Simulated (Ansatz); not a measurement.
# FH5W: the cost of one run

Method: RKS PBE/def2-SVPD, in Ansatz 0.2.0.

### 1 Starting point

Bond lengths: W1–F2 2.050 Å, W1–H3 1.920 Å, W1–H4 1.720 Å, W1–H5 1.720 Å, W1–H6 1.720 Å, W1–H7 1.720 Å. Angles (14 of 15 angles, heavy atoms first): F2–W1–H3 37.4°, F2–W1–H4 90.0°, F2–W1–H5 117.0°, F2–W1–H6 90.0°, F2–W1–H7 153.0°, H3–W1–H4 90.0°, H3–W1–H5 154.3°, H3–W1–H6 90.0°, H3–W1–H7 115.7°, H4–W1–H5 90.0°, H4–W1–H6 180.0°, H4–W1–H7 90.0°, H5–W1–H6 90.0°, H5–W1–H7 90.0°.

As a file:

```xyz
7

W     0.0000    0.0000    0.0000
F     0.9293    0.0000    1.8273
H     1.7303    0.0000    0.8322
H     0.0000    1.7200    0.0000
H    -1.7200    0.0000    0.0000
H     0.0000   -1.7200    0.0000
H     0.0000    0.0000   -1.7200
```

### 2 Pulling towards end A

Springs on the bonds that form and break draw the guess towards this end; the thresholds are loose.

input.yaml

```yaml
crystal:
  periodic: [false, false, false]
  atoms:
    - { symbol: W, position_ang: [0.0, 0.0, 0.0] }
    - { symbol: F, position_ang: [0.9293, 0.0, 1.8273] }
    - { symbol: H, position_ang: [1.7303, 0.0, 0.8322] }
    - { symbol: H, position_ang: [0.0, 1.72, 0.0] }
    - { symbol: H, position_ang: [-1.72, 0.0, 0.0] }
    - { symbol: H, position_ang: [0.0, -1.72, 0.0] }
    - { symbol: H, position_ang: [0.0, 0.0, -1.72] }
basis:
  gaussian: { orbitals: def2-SVPD }
hamiltonian:
  xc: pbe
relax:
  f_tol: 0.15
  max_steps: 25
  restrain:
    - { distance: [1, 2], at: 2.12, k: 30.0 }
    - { distance: [0, 1], at: 1.85, k: 30.0 }
    - { distance: [0, 2], at: 1.72, k: 30.0 }
output:
  orbitals: {}
```

Command:

```
$ ansatz run input.yaml --threads 2 --pin off --max-ram 3072MiB --backend cpu --events-out ev --progress --plain --runs-dir out
```

**Question.** How long does this run take on 2 threads of Arm Neoverse V1, shared host, and how much memory does it need?

About 25 s, with a peak of 0.17 GiB.
